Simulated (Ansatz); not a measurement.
# Si₂H₃Cl₂ radical: how energies converge with the basis set

How large a basis does Si₂H₃Cl₂ radical need? Two functionals are run in growing sets.

Method: one geometry, several basis sets; program: Ansatz 0.2.0, Gaussian basis.

Plan: PBE0-D4/def2-SVP; ωB97M-V/def2-SVP; PBE0-D4/def2-QZVPP; ωB97M-V/def2-QZVPP; the functionals' def2-TZVPP values are taken from earlier runs.

## (1) Structure used throughout

An earlier PBE0-D4 in a triple-zeta def2 set relaxation fixed the geometry.

SMILES `Cl[SiH][SiH2]Cl`, 7 atoms, charge 0, spin multiplicity 2.

Atoms are counted from 1 here; the program's logs count them from 0.

Bond lengths: Cl1–Si2 2.062 Å, Si2–Si3 2.336 Å, Si2–H5 1.490 Å, Si3–Cl4 2.060 Å, Si3–H6 1.485 Å, Si3–H7 1.482 Å. Angles: Cl1–Si2–Si3 109.1°, Cl1–Si2–H5 107.9°, Si3–Si2–H5 113.8°, Si2–Si3–Cl4 106.7°, Si2–Si3–H6 113.3°, Si2–Si3–H7 110.1°, Cl4–Si3–H6 108.2°, Cl4–Si3–H7 108.8°, H6–Si3–H7 109.5°.

Geometry (Å):

```xyz
7

Cl    1.2079    0.8355   -2.3791
Si    0.6589    1.1674   -0.4190
Si   -0.1965   -0.8114    0.4807
Cl   -0.7967   -0.3783    2.4031
H    -0.3052    2.3028   -0.3998
H    -1.3698   -1.3369   -0.2633
H     0.8627   -1.8472    0.5318
```

## (2) PBE0-D4 in def2-SVP

The input, in.yaml:

```yaml
crystal:
  periodic: [false, false, false]
  atoms:
    - {symbol: Cl, position_ang: [1.207886, 0.835545, -2.379096]}
    - {symbol: Si, position_ang: [0.658923, 1.167432, -0.419012]}
    - {symbol: Si, position_ang: [-0.196547, -0.811407, 0.480726]}
    - {symbol: Cl, position_ang: [-0.796699, -0.378342, 2.403117]}
    - {symbol: H, position_ang: [-0.305235, 2.302840, -0.399790]}
    - {symbol: H, position_ang: [-1.369844, -1.336880, -0.263332]}
    - {symbol: H, position_ang: [0.862715, -1.847189, 0.531787]}
basis:
  gaussian: {orbitals: def2-SVP}
magnetization: {spin_polarized: true, initial_magnetization: 1}
hamiltonian: {xc: pbe0, dispersion: d4}
output: {orbitals: {seedname: orbitals}}
```

The runs that follow: ωB97M-V in def2-SVP; PBE0-D4 in def2-QZVPP; ωB97M-V in def2-QZVPP.

Q: Predict the results of all the runs planned. Wanted: PBE0-D4: double and triple zeta above quadruple; ωB97M-V: double and triple zeta above quadruple.

As calculated:

```
                                       quantity           value
PBE0-D4: double and triple zeta above quadruple  15.60, 1.27 eV
ωB97M-V: double and triple zeta above quadruple  15.46, 1.21 eV
```

For PBE0-D4 the step from double to triple zeta gains 14.33 eV and the next only 1.27 eV. Total energies overstate the basis error of differences, where much of it tends to cancel.
